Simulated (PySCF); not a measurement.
# B2H9NP2: the cost of one run

Programs: PySCF 2.14.0, with routines of our own; each step states its level. All values are computed. Atoms count from 0.

## 1. The system as given

14 atoms, charge 0, multiplicity 1; geometry from: GFN2-xTB.

## 2. Magnetic properties: GIAO B97-2/pcSseg-1

What the job is given:

```
{"job": {"kind": "mag", "xc": "B97-2", "basis": "pcSseg-1", "isotopologues": 2}, "charge": 0, "multiplicity": 1}
N      1.678102    -1.327801    -0.048377
B      1.869311    -0.010467    -0.363280
P      0.300092     1.049237    -0.595638
B     -1.138015     0.857896     0.693038
P     -1.626677    -1.052609     0.456440
H      2.413026    -1.996052     0.118738
H      0.750489    -1.716311     0.096218
H      2.943414     0.442013    -0.465932
H      0.731325     2.344267    -0.850770
H     -0.111559     0.772059    -1.891102
H     -0.644958     1.014482     1.768418
H     -2.017508     1.608691     0.427987
H     -2.719464    -1.077555     1.301060
H     -2.428257    -0.908323    -0.668965
```

Level: GIAO B97-2/pcSseg-1 magnetisability, rotational g tensor and spin-rotation constants, non-relativistic, gas phase.

Command:

```bash
$ OMP_NUM_THREADS=1 python excited_run.py task.json out
```

This one command runs all jobs of the session in turn.

Q: Estimate the wall time and peak memory of this first job on 1 thread of Arm Neoverse V1, shared host.

About 19 s, with a peak of 0.73 GiB.
